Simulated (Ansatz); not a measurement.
**IrAs (zincblende): equation of state**

The task here is to estimate one member of a computed series from the others.

Method: DFT r²SCAN, scalar-relativistic, plane waves, PAW, in Ansatz 0.2.0.

1 further run of the same task is left out (set aside as unsound or not needed). Runs told in other sessions of the task aren't counted.

**The structure to begin with**

The structure is cubic, space group F-43m (No. 216). Conventional cell: a = 5.467 Å, b = 5.467 Å, c = 5.467 Å, α = 90.00°, β = 90.00°, γ = 90.00°. Ir (site symmetry -43m) is surrounded by 4 As at 2.37 Å. As (site symmetry -43m) is surrounded by 4 Ir at 2.37 Å.

As a file:

```cif
data_structure
_symmetry_space_group_name_H-M 'P 1'
_symmetry_Int_Tables_number 1
_cell_length_a 3.8661
_cell_length_b 3.8661
_cell_length_c 3.8661
_cell_angle_alpha 60.000
_cell_angle_beta 60.000
_cell_angle_gamma 60.000
_cell_volume 40.86
loop_
_atom_site_label
_atom_site_type_symbol
_atom_site_fract_x
_atom_site_fract_y
_atom_site_fract_z
_atom_site_occupancy
Ir1 Ir 0.00000 0.00000 0.00000 1
As1 As 0.25000 0.25000 0.25000 1
```

An earlier run at r²SCAN left this cell at 20.430 Å³/atom and 0.00 GPa (10×10×10 mesh).

Volume factors to run: 0.980, 1.020, 0.960, 1.040, 1.070.

Set-up of the first run:

File input.yaml:

```yaml
crystal:
  lattice:
    - [0.0, 2.715373374, 2.715373374]
    - [2.715373374, 0.0, 2.715373374]
    - [2.715373374, 2.715373374, 0.0]
  atoms:
    - { symbol: Ir, position: [0.0, 0.0, 0.0] }
    - { symbol: As, position: [0.25, 0.25, 0.25] }
basis:
  ecutwfc: 500
  ecutrho_ratio: 4
kpoints:
  mp_grid: { grid: [10, 10, 10] }
hamiltonian:
  xc: r2scan
scf:
  occupations: { method: gaussian, width: 0.05 }
output:
  forces: true
  stress: true
  eigenvalues: true
```

On the command line:

```sh
$ ansatz run input.yaml --threads 2 --pin off --max-ram 2662MiB --backend cpu --events-out ev --progress --plain --runs-dir out
```

Among the steps run: At 0.980 of the relaxed volume; Volume × 1.020; At 0.960 of the relaxed volume; Volume × 1.040; Scaling the volume by 1.070.

One of the session's tables, all rows but one given; the rest of the session is left out.

It belongs to the step «The fit». 

```
volume (Å³/atom)  energy (meV/atom)  pressure (GPa)
          19.613              16.56            6.76
          20.021                  ?               ?
          20.430               0.00            0.00
          20.838               3.66           -2.83
          21.247              14.14           -5.36
          21.860              41.08           -8.63
```

Q: Estimate the row for volume (Å³/atom) = 20.021 from the others.

Worked estimate for «energy (meV/atom)». A straight line through the neighbours (19.613, 16.56) and (20.430, 0.00) gives 16.56 + (0.00 − 16.56) × (20.021 − 19.613) / (20.430 − 19.613) = 8.29; a parabola fitted to 3 rows on both sides gives 4.31.

**Answer.** energy (meV/atom): 3.99; pressure (GPa): 3.18. In «energy (meV/atom)» the line misses by +4.30 and the parabola by +0.32.
